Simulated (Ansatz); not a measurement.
**C₂H₇Sb: how energies converge with the basis set**

One table from this session's results is given with a row withheld; the runs are named, their logs left out.

The runs use Ansatz 0.2.0, Gaussian basis; one geometry, several basis sets.

Plan: PBE0-D4/def2-SVP; ωB97M-V/def2-SVP; PBE0-D4/def2-QZVPP; ωB97M-V/def2-QZVPP; the functionals' def2-TZVPP values are taken from earlier runs.

## Structure used throughout

All runs share one geometry, relaxed beforehand with PBE0-D4 in a triple-zeta def2 set. Sb takes the def2 core potential; no spin-orbit term is included.

10 atoms, charge 0, spin multiplicity 1.

Atoms are counted from 1 here; the program's logs count them from 0.

Bond lengths: C1–Sb2 2.159 Å, C1–H4 1.091 Å, C1–H5 1.090 Å, C1–H6 1.089 Å, Sb2–C3 2.159 Å, Sb2–H7 1.715 Å, C3–H8 1.091 Å, C3–H9 1.090 Å, C3–H10 1.089 Å. Angles: Sb2–C1–H4 108.8°, Sb2–C1–H5 109.6°, Sb2–C1–H6 110.6°, H4–C1–H5 108.7°, H4–C1–H6 109.5°, H5–C1–H6 109.6°, C1–Sb2–C3 95.0°, C1–Sb2–H7 93.8°, C3–Sb2–H7 93.8°, Sb2–C3–H8 108.8°, Sb2–C3–H9 109.6°, Sb2–C3–H10 110.6°, H8–C3–H9 108.7°, H8–C3–H10 109.5°, H9–C3–H10 109.6°.

As a file:

```mol
C2H7Sb
  3D, bonds by distance, orders not assigned

 10  9  0  0  0  0  0  0  0  0999 V2000
   -0.8562    1.1044   -0.7809 C   0  0
    0.5903   -0.4720   -1.0729 Sb  0  0
    0.4554   -1.2282    0.9452 C   0  0
   -1.8534    0.6640   -0.7504 H   0  0
   -0.8077    1.8044   -1.6151 H   0  0
   -0.6631    1.6339    0.1513 H   0  0
    1.9318    0.5386   -0.7267 H   0  0
   -0.4828   -1.7735    1.0533 H   0  0
    1.2824   -1.9125    1.1353 H   0  0
    0.4863   -0.4101    1.6639 H   0  0
  1  2  8  0
  2  3  8  0
  1  4  8  0
  1  5  8  0
  1  6  8  0
  2  7  8  0
  3  8  8  0
  3  9  8  0
  3 10  8  0
M  END
```

Set-up of the first run:

in.yaml reads:

```yaml
crystal:
  periodic: [false, false, false]
  atoms:
    - {symbol: C, position_ang: [-0.856216, 1.104366, -0.780883]}
    - {symbol: Sb, position_ang: [0.590338, -0.471977, -1.072907]}
    - {symbol: C, position_ang: [0.455416, -1.228186, 0.945161]}
    - {symbol: H, position_ang: [-1.853408, 0.663955, -0.750404]}
    - {symbol: H, position_ang: [-0.807713, 1.804412, -1.615114]}
    - {symbol: H, position_ang: [-0.663069, 1.633912, 0.151327]}
    - {symbol: H, position_ang: [1.931830, 0.538572, -0.726670]}
    - {symbol: H, position_ang: [-0.482773, -1.773527, 1.053281]}
    - {symbol: H, position_ang: [1.282384, -1.912520, 1.135342]}
    - {symbol: H, position_ang: [0.486309, -0.410109, 1.663866]}
basis:
  gaussian: {orbitals: def2-SVP}
hamiltonian: {xc: pbe0, dispersion: d4}
output: {orbitals: {seedname: orbitals}}
```

Steps of the session up to this table: PBE0-D4 in def2-SVP; ωB97M-V in def2-SVP; PBE0-D4 in def2-QZVPP; ωB97M-V in def2-QZVPP.

One table of the session follows, with a row left open; its other results are not shown here.

It belongs to the step «Density functionals: the series». 

```
functional       basis  HOMO (eV)  LUMO (eV)
   PBE0-D4    def2-SVP      -6.59       0.41
   PBE0-D4  def2-TZVPP      -6.68       0.01
   PBE0-D4  def2-QZVPP      -6.69      -0.10
   ωB97M-V    def2-SVP      -8.66       2.19
   ωB97M-V  def2-TZVPP      -8.77       1.51
   ωB97M-V  def2-QZVPP          ?          ?
```

**Question.** Estimate the row for ωB97M-V, def2-QZVPP.

**Answer.** HOMO (eV): -8.78; LUMO (eV): 1.24. In the column «HOMO (eV)» it is the lowest.
